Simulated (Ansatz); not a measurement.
# MnFeCl: the cost of one run

Method: reference: DFT PBE, plane waves, PAW, scalar-relativistic, no spin polarisation, in Ansatz 0.2.0.

1 further run of the same task is left out (for a known fault of the program).

## Step 1: The system as given

It takes space group P4/nmm (No. 129, tetragonal). The conventional cell has a = 3.916 Å, b = 3.916 Å, c = 6.271 Å, α = 90.00°, β = 90.00°, γ = 90.00°. Around Fe (site symmetry -4m2) lie 4 Cl at 2.52 Å and 4 Fe at 2.77 Å and 4 Mn at 2.85 Å. Around Cl (site symmetry 4mm) lie 4 Fe at 2.52 Å and 5 Mn at 2.61 to 2.81 Å. Mn (site symmetry 4mm) is surrounded by 5 Cl at 2.61 to 2.81 Å and 4 Fe at 2.85 Å.

As a file:

```cif
data_structure
_symmetry_space_group_name_H-M 'P 1'
_symmetry_Int_Tables_number 1
_cell_length_a 3.9156
_cell_length_b 3.9156
_cell_length_c 6.2714
_cell_angle_alpha 90.000
_cell_angle_beta 90.000
_cell_angle_gamma 90.000
_cell_volume 96.15
loop_
_atom_site_label
_atom_site_type_symbol
_atom_site_fract_x
_atom_site_fract_y
_atom_site_fract_z
_atom_site_occupancy
Fe1 Fe 0.00000 0.00000 0.00000 1
Fe2 Fe 0.50000 0.50000 0.00000 1
Cl1 Cl 0.00000 0.50000 0.74600 1
Cl2 Cl 0.50000 0.00000 0.25400 1
Mn1 Mn 0.00000 0.50000 0.32930 1
Mn2 Mn 0.50000 0.00000 0.67070 1
```

## Step 2: The reference run

input.yaml reads:

```yaml
crystal:
  lattice:
    - [3.915642, 0.0, 0.0]
    - [0.0, 3.915642, 0.0]
    - [0.0, 0.0, 6.271367]
  atoms:
    - { symbol: Fe, position: [0.0, 0.0, 0.0] }
    - { symbol: Fe, position: [0.5, 0.5, 0.0] }
    - { symbol: Cl, position: [0.0, 0.5, 0.746] }
    - { symbol: Cl, position: [0.5, 0.0, 0.254] }
    - { symbol: Mn, position: [0.0, 0.5, 0.3293] }
    - { symbol: Mn, position: [0.5, 0.0, 0.6707] }
  symmetry: { tolerance: 0.0003 }
kpoints:
  mp_grid: { grid: [5, 5, 3], shift: [0, 0, 0] }
magnetization:
  spin_polarized: false
scf:
  occupations: { method: fermi_dirac }
hamiltonian:
  pseudopotentials: { kind: paw }
  xc: pbe
basis:
  ecutwfc: 420
output:
  forces: true
  stress: true
  eigenvalues: true
```

Started as:

```bash
ansatz run input.yaml --threads 1 --pin off --max-ram 2560MiB --backend cpu --events-out ev --progress --plain --runs-dir out
```

**Question.** How long does this run take on 1 thread of Intel Xeon Platinum 8259CL at 2.50GHz (Skylake/Cascade Lake), shared host, and how much memory does it need?

About 3.9 s, with a peak of 0.45 GiB.
